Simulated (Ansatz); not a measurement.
# H₂SeS₂ (SMILES S[Se]S): functionals against CCSD(T) at one geometry

A test off equilibrium: a structure displaced at random from a GFN2-xTB minimum is computed at several levels, and each is set against CCSD(T).

The runs use Ansatz 0.2.0, Gaussian basis; single points in def2-TZVPP.

Cores are frozen in the correlated methods. Filled d shells of the heavier atoms are correlated.

## (1) The system as given

SMILES `S[Se]S`, 5 atoms, charge 0, spin multiplicity 1.

Atoms are counted from 1 here; the program's logs count them from 0.

Bond lengths: S1–Se2 2.097 Å, S1–H4 1.458 Å, Se2–S3 2.199 Å, S3–H5 1.243 Å. Angles: Se2–S1–H4 111.7°, S1–Se2–S3 105.0°, Se2–S3–H5 91.9°.

Geometry (Å):

```csv
atom,x (Å),y (Å),z (Å)
S1,-1.5274,-0.4419,-0.6513
Se2,-0.3720,0.9556,0.4011
S3,1.6216,0.0417,0.5564
H4,-2.1114,-1.4380,0.2385
H5,1.9570,0.4843,-0.5559
```

## (2) CCSD(T)/def2-TZVPP

Contents of run/in.yaml:

```yaml
crystal:
  periodic: [false, false, false]
  atoms:
    - {symbol: S, position_ang: [-1.527400, -0.441900, -0.651300]}
    - {symbol: Se, position_ang: [-0.372000, 0.955600, 0.401100]}
    - {symbol: S, position_ang: [1.621600, 0.041700, 0.556400]}
    - {symbol: H, position_ang: [-2.111400, -1.438000, 0.238500]}
    - {symbol: H, position_ang: [1.957000, 0.484300, -0.555900]}
basis:
  gaussian: {orbitals: def2-TZVPP}
correlation: {method: ccsd_t}
output: {forces: true}
```

No record of the launch command was kept for these runs.

## (3) PBE0-D4/def2-TZVPP

Edit run/in.yaml of step 2 so:

```diff
@@ -10,3 +10,3 @@
   gaussian: {orbitals: def2-TZVPP}
-correlation: {method: ccsd_t}
-output: {forces: true}
+hamiltonian: {xc: pbe0, dispersion: d4}
+output: {forces: true, orbitals: {seedname: orbitals}}
```

## (4) wB97M-V/def2-TZVPP

Edit run/in.yaml of step 3 so:

```diff
@@ -10,3 +10,3 @@
   gaussian: {orbitals: def2-TZVPP}
-hamiltonian: {xc: pbe0, dispersion: d4}
-output: {forces: true, orbitals: {seedname: orbitals}}
+hamiltonian: {xc: {name: wB97M-V}}
+output: {forces: true}
```

## (5) r2SCAN-D4/def2-TZVPP

Edit run/in.yaml of step 4 so:

```diff
@@ -10,3 +10,3 @@
   gaussian: {orbitals: def2-TZVPP}
-hamiltonian: {xc: {name: wB97M-V}}
+hamiltonian: {xc: r2scan, dispersion: d4}
 output: {forces: true}
```

## (6) PBE-D4/def2-TZVPP

Edit run/in.yaml of step 5 so:

```diff
@@ -10,3 +10,3 @@
   gaussian: {orbitals: def2-TZVPP}
-hamiltonian: {xc: r2scan, dispersion: d4}
+hamiltonian: {xc: pbe, dispersion: d4}
 output: {forces: true}
```

## (7) B97M-V/def2-TZVPP

Edit run/in.yaml of step 6 so:

```diff
@@ -10,3 +10,3 @@
   gaussian: {orbitals: def2-TZVPP}
-hamiltonian: {xc: pbe, dispersion: d4}
+hamiltonian: {xc: {name: B97M-V}}
 output: {forces: true}
```

## (8) revPBE-D4/def2-TZVPP

Edit run/in.yaml of step 7 so:

```diff
@@ -10,3 +10,3 @@
   gaussian: {orbitals: def2-TZVPP}
-hamiltonian: {xc: {name: B97M-V}}
+hamiltonian: {xc: {name: revPBE}, dispersion: d4}
 output: {forces: true}
```

(Steps that only read results are left out.)

**Question.** What will these runs give? Wanted: energy less free atoms, CCSD(T)/def2-TZVPP; RMS force component; RMS force error; HOMO and LUMO, PBE0-D4; T1 diagnostic.

The runs gave:

```
                                  quantity                                                                                            value
energy less free atoms, CCSD(T)/def2-TZVPP                                                                                       -11.778 eV
                       RMS force component                                                             1.476 to 1.615 eV/Å over the methods
                           RMS force error  PBE0-D4 0.154, wB97M-V 0.090, r2SCAN-D4 0.147, PBE-D4 0.239, B97M-V 0.167, revPBE-D4 0.250 eV/Å
                    HOMO and LUMO, PBE0-D4                                                                               -7.21 and -1.46 eV
                             T1 diagnostic                                                                                            0.012
```

In words: Against CCSD(T) the functionals' energies less atoms differ by -1.219 to -0.716 eV, PBE-D4 by -1.219 eV. CCSD(T) in triple zeta still lacks some correlation energy of the bonds, so part of these gaps is its own basis error and they don't rank the functionals. For forces wB97M-V does best and revPBE-D4 worst. Frozen-core CCSD(T) forces in triple zeta carry basis errors of their own, and this is one geometry, so small gaps rank nothing.
